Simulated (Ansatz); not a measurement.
# CH₅F₂NZr: up Jacob's ladder to CCSD(T)

An exercise on one series of results from a longer session: the logs are not shown, and one member is left open.

Method: functionals in def2-TZVPP, the program's frozen cores in correlated methods; program: Ansatz 0.2.0, Gaussian basis.

Levels to be run: LDA (SPW92), PBE-D4, revPBE-D4, BLYP-D4, r2SCAN-D4, B97M-V, PBE0-D4, B3LYP-D4, r2SCANh-D4, r2SCAN0-D4, HSE06-D4, BHLYP-D4, CAM-B3LYP-D4, LC-ωPBE, ωB97X-V, ωB97M-V, B2PLYP, PBE-QIDH; CCSD(T)/def2-SVP; CCSD(T)/def2-TZVPP; MP2/def2-QZVPP; extrapolation to the limit; RPA on PBE.

### Structure used throughout

An earlier PBE0-D4 in a triple-zeta def2 set relaxation fixed the geometry. Zr takes the def2 core potential; no spin-orbit term is included.

SMILES `[CH3][Zr]([NH2])([F])[F]`, 10 atoms, charge 0, spin multiplicity 1.

Atoms are counted from 1 here; the program's logs count them from 0.

Bond lengths: C1–Zr2 2.220 Å, C1–H6 1.097 Å, C1–H7 1.095 Å, C1–H8 1.095 Å, Zr2–N3 2.018 Å, Zr2–F4 1.909 Å, Zr2–F5 1.909 Å, N3–H9 1.012 Å, N3–H10 1.012 Å. Angles: Zr2–C1–H6 110.3°, Zr2–C1–H7 111.7°, Zr2–C1–H8 111.7°, H6–C1–H7 107.7°, H6–C1–H8 107.8°, H7–C1–H8 107.5°, C1–Zr2–N3 105.0°, C1–Zr2–F4 105.8°, C1–Zr2–F5 105.8°, N3–Zr2–F4 110.8°, N3–Zr2–F5 110.8°, F4–Zr2–F5 117.7°, Zr2–N3–H9 125.7°, Zr2–N3–H10 125.7°, H9–N3–H10 108.5°.

Geometry (Å):

```mol
CH5F2NZr
  3D, bonds by distance, orders not assigned

 10  9  0  0  0  0  0  0  0  0999 V2000
   -1.5326   -0.4062    0.2036 C   0  0
    0.2849    0.5731   -0.6113 Zr  0  0
    1.8111   -0.1547    0.4908 N   0  0
    0.4198   -0.0105   -2.4239 F   0  0
    0.0530    2.4417   -0.2963 F   0  0
   -2.4232   -0.0652   -0.3386 H   0  0
   -1.4815   -1.4962    0.1097 H   0  0
   -1.6772   -0.1727    1.2638 H   0  0
    2.1799    0.2611    1.3362 H   0  0
    2.3658   -0.9704    0.2660 H   0  0
  1  2  8  0
  2  3  8  0
  2  4  8  0
  2  5  8  0
  1  6  8  0
  1  7  8  0
  1  8  8  0
  3  9  8  0
  3 10  8  0
M  END
```

Set-up of the first run:

The input, in.yaml:

```yaml
crystal:
  periodic: [false, false, false]
  atoms:
    - {symbol: C, position_ang: [-1.532590, -0.406221, 0.203630]}
    - {symbol: Zr, position_ang: [0.284911, 0.573115, -0.611251]}
    - {symbol: N, position_ang: [1.811090, -0.154690, 0.490801]}
    - {symbol: F, position_ang: [0.419834, -0.010492, -2.423896]}
    - {symbol: F, position_ang: [0.053047, 2.441691, -0.296284]}
    - {symbol: H, position_ang: [-2.423199, -0.065216, -0.338629]}
    - {symbol: H, position_ang: [-1.481491, -1.496211, 0.109662]}
    - {symbol: H, position_ang: [-1.677222, -0.172710, 1.263798]}
    - {symbol: H, position_ang: [2.179859, 0.261094, 1.336168]}
    - {symbol: H, position_ang: [2.365751, -0.970359, 0.266004]}
basis:
  gaussian: {orbitals: def2-TZVPP}
hamiltonian: {xc: lda}
output: {orbitals: {seedname: orbitals}}
```

Started as:

```sh
$ ansatz run in.yaml --threads 4 --pin off --events-out ev --progress --plain --max-ram 10444MiB
```

Among the steps run: LDA; PBE-D4 (GGA); revPBE-D4 (GGA); BLYP-D4 (GGA); r2SCAN-D4 (meta-GGA); B97M-V (meta-GGA); PBE0-D4 (hybrid); B3LYP-D4 (hybrid); r2SCANh-D4 (hybrid); r2SCAN0-D4 (hybrid); HSE06-D4 (hybrid); BHLYP-D4 (hybrid); CAM-B3LYP-D4 (range-separated); LC-ωPBE (range-separated); ωB97X-V (range-separated); ωB97M-V (range-separated); B2PLYP (double hybrid); PBE-QIDH (double hybrid).

One of the session's tables, all rows but one given; the rest of the session is left out.

It belongs to the step «Frontier levels by functional». 

| functional | HOMO (eV) | gap (eV) |
| --- | --- | --- |
| LDA (SPW92) | -6.50 | 4.46 |
| PBE-D4 | -6.32 | 4.56 |
| revPBE-D4 | -6.24 | 4.60 |
| BLYP-D4 | -6.19 | 4.53 |
| r2SCAN-D4 | -6.59 | 5.07 |
| B97M-V | -6.65 | 5.16 |
| PBE0-D4 | -7.67 | 6.88 |
| B3LYP-D4 | -7.44 | 6.37 |
| r2SCANh-D4 | -7.09 | 5.93 |
| r2SCAN0-D4 | ? | ? |
| HSE06-D4 | -7.26 | 6.09 |
| BHLYP-D4 | -8.92 | 9.00 |
| CAM-B3LYP-D4 | -9.08 | 9.30 |
| LC-ωPBE | -10.46 | 11.74 |
| ωB97X-V | -10.09 | 11.22 |
| ωB97M-V | -9.97 | 10.56 |

Q: Estimate the row for r2SCAN0-D4 from the others.

Worked estimate for «HOMO (eV)». Against the share of exact exchange, r2SCAN-D4 (0, -6.59), r2SCANh-D4 (0.1, -7.09) give a slope of -5.00 per unit share; at 0.25 the line stands at -7.84.

**Answer.** HOMO (eV): -7.86; gap (eV): 7.22. In «HOMO (eV)» the line misses by +0.02.
